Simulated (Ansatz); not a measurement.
# C3H7FSi2: the cost of one run

Program: Ansatz 0.2.0. Level of theory: UKS PBE/STO-3G. These are calculated values, not measurements.

**1. The starting structure**

Bond lengths: C1–Si2 1.804 Å, Si2–Si3 2.197 Å, Si3–C4 1.809 Å, Si2–C5 1.908 Å, C4–C5 1.382 Å, C5–F6 1.368 Å, C1–H7 1.068 Å, C1–H8 1.151 Å, C1–H9 1.048 Å, Si2–H10 1.504 Å, Si3–H11 1.526 Å, Si3–H12 1.464 Å, C4–H13 1.121 Å. Angles (14 of 24 angles, heavy atoms first): C1–Si2–Si3 113.0°, C1–Si2–C5 114.4°, Si3–Si2–C5 76.3°, Si2–Si3–C4 78.3°, Si3–C4–C5 105.1°, Si2–C5–C4 100.2°, Si2–C5–F6 127.3°, C4–C5–F6 132.4°, C1–Si2–H10 116.5°, Si3–Si2–H10 117.5°, C5–Si2–H10 112.8°, Si2–C1–H7 114.1°, Si2–C1–H8 109.2°, Si2–C1–H9 112.7°.

Coordinates:

```xyz
13

C    -0.2836    0.6825   -1.8556
Si    0.2807    0.8030   -0.1468
Si    1.1521   -1.0689    0.6048
C    -0.3461   -0.9326    1.6092
C    -0.9865    0.2016    1.1471
F    -2.1484    0.8204    1.5179
H    -0.8358   -0.2056   -2.0701
H    -0.9885    1.5639   -2.0840
H     0.4910    0.8212   -2.5475
H     0.9522    2.0891    0.2481
H     2.3753   -0.9597    1.5107
H     1.1979   -2.2403   -0.2727
H    -0.8401   -1.6094    2.3537
```

**2. Relaxing the start**

Input file input.yaml:

```yaml
crystal:
  periodic: [false, false, false]
  atoms:
    - { symbol: C, position_ang: [-0.2836, 0.6825, -1.8556] }
    - { symbol: Si, position_ang: [0.2807, 0.803, -0.1468] }
    - { symbol: Si, position_ang: [1.1521, -1.0689, 0.6048] }
    - { symbol: C, position_ang: [-0.3461, -0.9326, 1.6092] }
    - { symbol: C, position_ang: [-0.9865, 0.2016, 1.1471] }
    - { symbol: F, position_ang: [-2.1484, 0.8204, 1.5179] }
    - { symbol: H, position_ang: [-0.8358, -0.2056, -2.0701] }
    - { symbol: H, position_ang: [-0.9885, 1.5639, -2.084] }
    - { symbol: H, position_ang: [0.491, 0.8212, -2.5475] }
    - { symbol: H, position_ang: [0.9522, 2.0891, 0.2481] }
    - { symbol: H, position_ang: [2.3753, -0.9597, 1.5107] }
    - { symbol: H, position_ang: [1.1979, -2.2403, -0.2727] }
    - { symbol: H, position_ang: [-0.8401, -1.6094, 2.3537] }
magnetization:
  spin_polarized: true
basis:
  gaussian: { orbitals: STO-3G }
hamiltonian:
  xc: pbe
relax:
  f_tol: 0.02
  max_steps: 40
```

The run is started by

```sh
> ansatz run input.yaml --threads 1 --pin off --max-ram 2048MiB --backend cpu --events-out ev --progress --plain --runs-dir out
```

**Question.** How long does this run take on 1 thread of Arm Neoverse V1, shared host, and how much memory does it need?

About 29 s, with a peak of 0.16 GiB.
